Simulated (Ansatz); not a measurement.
Run this with Ansatz 0.2.0 through its Python package and show what comes out.

`run_torsion.py`:
```python
"""Energy of FGeH2O as one group turns about a bond."""

import warnings

import ansatz
from ase import Atoms

config = {
    "basis_set": "def2-SVP",
    "functional": "pbe0",
    "force_tol": 0.02,
    "level": "mp2",
}


def main() -> None:
    warnings.simplefilter("ignore", ansatz.DeckWarning)

    atoms = Atoms(["O", "Ge", "F", "H", "H"], positions=[
        (1.247, -0.2005, -0.3574),
        (-0.3716, 0.3038, 0.3596),
        (-1.1134, 1.6188, -0.5796),
        (1.6096, -0.8749, 0.2051),
        (-1.3217, -0.9208, 0.331),
    ])

    # start the scan from a relaxed geometry
    first = (
        ansatz.Crystal.molecule_from_ase(atoms).calculation()
        .basis(gaussian=config["basis_set"])
        .spin("collinear", total=1)
        .functional(config["functional"])
        .relax(force_tolerance=config["force_tol"], max_steps=80)
    )
    atoms.positions = first.run(threads=1).report["positions_ang"]

    start = atoms.get_dihedral(2, 1, 0, 3)
    energies = {}
    for turn in range(0, 360, 40):
        turned = atoms.copy()
        turned.set_dihedral(2, 1, 0, 3, start + turn, indices=[0, 3])
        model = (
            ansatz.Crystal.molecule_from_ase(turned).calculation()
            .basis(gaussian=config["basis_set"])
            .correlation(config["level"])
            .spin("collinear", total=1)
        )
        energies[round((start + turn) % 360)] = model.run(threads=1).report["free_energy_ev"]
    floor = min(energies.values())
    print("dihedral F2-Ge1-O0-H3 (deg)   E - E(min) (kJ/mol)")
    for angle, e in sorted(energies.items()):
        print(f"{angle:8d} {96.485332 * (e - floor):14.3f}  " + "#" * int(30 * (e - floor) / max(max(energies.values()) - floor, 1e-9)))


if __name__ == "__main__":
    main()
```

`python run_torsion.py` gives:
```text
dihedral F2-Ge1-O0-H3 (deg)   E - E(min) (kJ/mol)
      40          0.000
      80          1.623  #####
     120          4.111  ############
     160          5.052  ###############
     200          6.629  ####################
     240          9.282  #############################
     280          9.494  ##############################
     320          5.711  ##################
     360          1.164  ###
```

Reading the output:
- The scan is rigid and the energies are electronic, in a modest basis. With rigid groups the curve can differ much from the relaxed path, the start wasn't checked as a minimum of this torsion, and equivalent turns needn't return to the same energy.
- The species is open-shell (spin multiplicity 2).
- The start is relaxed with a density functional and scanned with the wavefunction method, so it isn't exactly that method's minimum.
- Finished in 54 s on 1 thread of Intel(R) Xeon(R) Processor @ 2.30GHz (shared host), peak memory 0.3 GiB.
